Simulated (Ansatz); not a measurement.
# CH3F2NOSn: small, medium and large basis sets

An exercise on one series of results from a longer session: the logs are not shown, and one member is left open.

The runs use Ansatz 0.2.0, Gaussian basis; one geometry, several basis sets.

The runs, in order: PBE0-D4/def2-SVP; ωB97M-V/def2-SVP; PBE0-D4/def2-QZVPP; ωB97M-V/def2-QZVPP; the functionals' def2-TZVPP values are taken from earlier runs.

## The relaxed structure

All runs share one geometry, relaxed beforehand with PBE0-D4 in a triple-zeta def2 set. Sn takes the def2 core potential; no spin-orbit term is included.

9 atoms, charge 0, spin multiplicity 1.

Atoms are counted from 1 here; the program's logs count them from 0.

Bond lengths: N1–Sn2 2.036 Å, N1–H7 1.009 Å, N1–H8 1.009 Å, Sn2–H9 1.778 Å, O3–C4 1.175 Å, C4–F5 1.303 Å, C4–F6 1.303 Å. Angles: Sn2–N1–H7 123.3°, Sn2–N1–H8 121.7°, H7–N1–H8 110.9°, N1–Sn2–H9 90.8°, O3–C4–F5 125.8°, O3–C4–F6 125.6°, F5–C4–F6 108.5°.

Set-up of the first run:

in.yaml reads:

```yaml
crystal:
  periodic: [false, false, false]
  atoms:
    - {symbol: N, position_ang: [0.555240, -1.224737, 0.150463]}
    - {symbol: Sn, position_ang: [1.416344, -0.424579, -1.511620]}
    - {symbol: O, position_ang: [-0.825590, 1.450901, -0.922289]}
    - {symbol: C, position_ang: [-1.251348, 1.033161, 0.090220]}
    - {symbol: F, position_ang: [-0.821424, 1.339801, 1.281330]}
    - {symbol: F, position_ang: [-2.275140, 0.236318, 0.211942]}
    - {symbol: H, position_ang: [0.904874, -1.070485, 1.083915]}
    - {symbol: H, position_ang: [0.003005, -2.067542, 0.107609]}
    - {symbol: H, position_ang: [2.382638, 0.680963, -0.508669]}
basis:
  gaussian: {orbitals: def2-SVP}
hamiltonian: {xc: pbe0, dispersion: d4}
output: {orbitals: {seedname: orbitals}}
```

Run with:

```console
$ ansatz run in.yaml --threads 4 --pin off --events-out ev --progress --plain --max-ram 10444MiB
```

Among the steps run: PBE0-D4 in def2-SVP; ωB97M-V in def2-SVP; PBE0-D4 in def2-QZVPP; ωB97M-V in def2-QZVPP.

One table of the session follows, with a row left open; its other results are not shown here.

It belongs to the step «Functionals by basis». 

| functional | basis | HOMO (eV) | LUMO (eV) |
| --- | --- | --- | --- |
| PBE0-D4 | def2-SVP | ? | ? |
| PBE0-D4 | def2-TZVPP | -6.46 | -1.89 |
| PBE0-D4 | def2-QZVPP | -6.49 | -1.91 |
| ωB97M-V | def2-SVP | -8.41 | 0.12 |
| ωB97M-V | def2-TZVPP | -8.56 | -0.10 |
| ωB97M-V | def2-QZVPP | -8.59 | -0.16 |

**Question.** Estimate the row for PBE0-D4, def2-SVP.

**Answer.** HOMO (eV): -6.35; LUMO (eV): -1.77. In the column «HOMO (eV)» it is the highest.
